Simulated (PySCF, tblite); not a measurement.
# C5H12OSi2: geometry, infrared bands and NMR shifts

Wanted: the infrared bands and NMR shifts of C5H12OSi2 (`CCO[C@H]1C=C[SiH2][SiH2]1`), by calculation.

Computed with tblite 0.8.0 and PySCF 2.14.0, with density-fitted response routines of our own, on a single molecule in the gas phase. Atoms are numbered from 0 throughout.

## Step 1: Starting geometry

20 atoms, charge 0, multiplicity 1; geometry from: force field or distance geometry start.

Bonds of the start (Å): C0–C1 1.51, C1–O2 1.44, O2–C3 1.43, C3–C4 1.53, C4–C5 1.34, C5–Si6 1.85, Si6–Si7 2.32, Si7–C3 1.94, C0–H8 1.10, C0–H9 1.10, C0–H10 1.09, C1–H11 1.11, C1–H12 1.08, C3–H13 1.10, C4–H14 1.08, C5–H15 1.09, Si6–H16 1.48, Si6–H17 1.48, Si7–H18 1.49, Si7–H19 1.49.

## Step 2: Optimising the geometry with GFN2-xTB

Job settings and geometry (Å):

```
{"job": {"kind": "relax", "xc": "GFN2-xTB", "basis": "xTB"}, "charge": 0, "multiplicity": 1}
C     -3.286500    -0.414400    -0.440600
C     -2.145100     0.325800     0.203600
O     -0.942100    -0.441500     0.006800
C      0.220600     0.202200     0.535200
C      1.071100    -0.929000     1.128700
C      2.353600    -1.130200     0.780700
Si     3.166800    -0.007900    -0.451300
Si     1.251900     1.267500    -0.712500
H     -4.227500     0.131100    -0.299400
H     -3.408300    -1.416500    -0.011500
H     -3.117800    -0.538400    -1.514200
H     -2.330000     0.419500     1.289800
H     -2.039300     1.318600    -0.219500
H     -0.050300     0.854200     1.374000
H      0.586000    -1.580500     1.838700
H      2.948500    -1.935200     1.208500
H      3.578400    -0.745600    -1.667800
H      4.285100     0.740300     0.171900
H      0.678500     1.225100    -2.091300
H      1.401300     2.665800    -0.217800
```

Started as:

```console
OMP_NUM_THREADS=1 python probes_run.py task.json out
```

This one command runs all jobs of the session in turn.

**Question.** This job is followed by: GFN2-xTB harmonic vibrations, gas phase; GIAO PBE0/pcSseg-1 NMR shielding, non-relativistic, gas phase. What will the session give for the following? strongest single infrared mode (GFN2-xTB); zero-point energy (GFN2-xTB); 13C shifts against TMS (PBE0/pcSseg-1); 1H shifts against TMS (PBE0/pcSseg-1, means over atoms taken as alike); 17O shifts against H2O (PBE0/pcSseg-1); 29Si shifts against TMS (PBE0/pcSseg-1); surface potential, 1st and 99th percentile.

As calculated:

| quantity | value |
| --- | --- |
| strongest single infrared mode (GFN2-xTB) | 2186 cm⁻¹, 553 km/mol |
| zero-point energy (GFN2-xTB) | 94.2 kcal/mol |
| 13C shifts against TMS (PBE0/pcSseg-1) | 166.8, 130.3, 85.5, 71.0, 18.2 ppm |
| 1H shifts against TMS (PBE0/pcSseg-1, means over atoms taken as alike) | 7.32, 6.29, 4.62, 4.43, 4.34, 4.17, 3.82, 3.68, 3.59, 1.33 ppm |
| 17O shifts against H2O (PBE0/pcSseg-1) | 67.8 ppm |
| 29Si shifts against TMS (PBE0/pcSseg-1) | -72.0, -72.3 ppm |
| surface potential, 1st and 99th percentile | -1.37 V and 0.95 V |

What this shows: Relaxing lowered the energy by 0.229 eV in 141 steps; the close pair that moved most is C1–O2, from 1.440 to 1.402 Å. No mode is imaginary among the 54: a minimum at this level. The strongest single mode, at 2186 cm⁻¹, moves mainly H17 and H19. Unscaled tight-binding wavenumbers are off by several per cent, some by more. Its intensities can rank the bands wrongly. By nearest atom (PBE0/pcSseg-1), the HOMO sits on O2 40 %; C3 12 % and the LUMO on C4 29 %; C5 23 %.
